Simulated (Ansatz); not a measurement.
**Cl2F2SW: basis-set convergence**

How large a basis does Cl2F2SW need? Two functionals are run in growing sets.

The runs use Ansatz 0.2.0, Gaussian basis; one geometry, several basis sets.

Plan: PBE0-D4/def2-SVP; ωB97M-V/def2-SVP; PBE0-D4/def2-QZVPP; ωB97M-V/def2-QZVPP; the functionals' def2-TZVPP values are taken from earlier runs.

## Step 1: The relaxed structure

The geometry comes from an earlier relaxation with PBE0-D4 in a triple-zeta def2 set; it is a stationary point. W takes the def2 core potential; no spin-orbit term is included.

SMILES `[F][W]([F])(=[S])([Cl])[Cl]`, 6 atoms, charge 0, spin multiplicity 1.

Atoms are counted from 1 here; the program's logs count them from 0.

Bond lengths: F1–W2 1.856 Å, W2–F3 1.856 Å, W2–S4 2.088 Å, W2–Cl5 2.274 Å, W2–Cl6 2.274 Å. Angles: F1–W2–F3 83.2°, F1–W2–S4 105.9°, F1–W2–Cl5 149.5°, F1–W2–Cl6 85.9°, F3–W2–S4 105.9°, F3–W2–Cl5 85.9°, F3–W2–Cl6 149.5°, S4–W2–Cl5 104.5°, S4–W2–Cl6 104.5°, Cl5–W2–Cl6 89.3°.

## Step 2: PBE0-D4 in def2-SVP

File in.yaml:

```yaml
crystal:
  periodic: [false, false, false]
  atoms:
    - {symbol: F, position_ang: [-0.108820, -0.978954, 1.630805]}
    - {symbol: W, position_ang: [0.032831, -0.063617, 0.022621]}
    - {symbol: F, position_ang: [1.831272, -0.488963, 0.192444]}
    - {symbol: S, position_ang: [-0.723299, -1.351886, -1.436085]}
    - {symbol: Cl, position_ang: [0.741973, 1.759397, -1.137573]}
    - {symbol: Cl, position_ang: [-1.773968, 1.124024, 0.727788]}
basis:
  gaussian: {orbitals: def2-SVP}
hamiltonian: {xc: pbe0, dispersion: d4}
output: {orbitals: {seedname: orbitals}}
```

Started as:

```sh
> ansatz run in.yaml --threads 4 --pin off --events-out ev --progress --plain --max-ram 10444MiB
```

Further steps of the session: ωB97M-V in def2-SVP; PBE0-D4 in def2-QZVPP; ωB97M-V in def2-QZVPP.

**Question.** What will the summary of the whole plan be? Wanted: PBE0-D4: double and triple zeta above quadruple; ωB97M-V: double and triple zeta above quadruple.

**Answer**, as computed:

```
                                       quantity           value
PBE0-D4: double and triple zeta above quadruple  21.14, 1.37 eV
ωB97M-V: double and triple zeta above quadruple  21.07, 1.30 eV
```

What this shows: For PBE0-D4 the step from double to triple zeta gains 19.77 eV and the next only 1.37 eV. These are total energies; as a rule much of such shifts cancels in differences, which this series doesn't test.
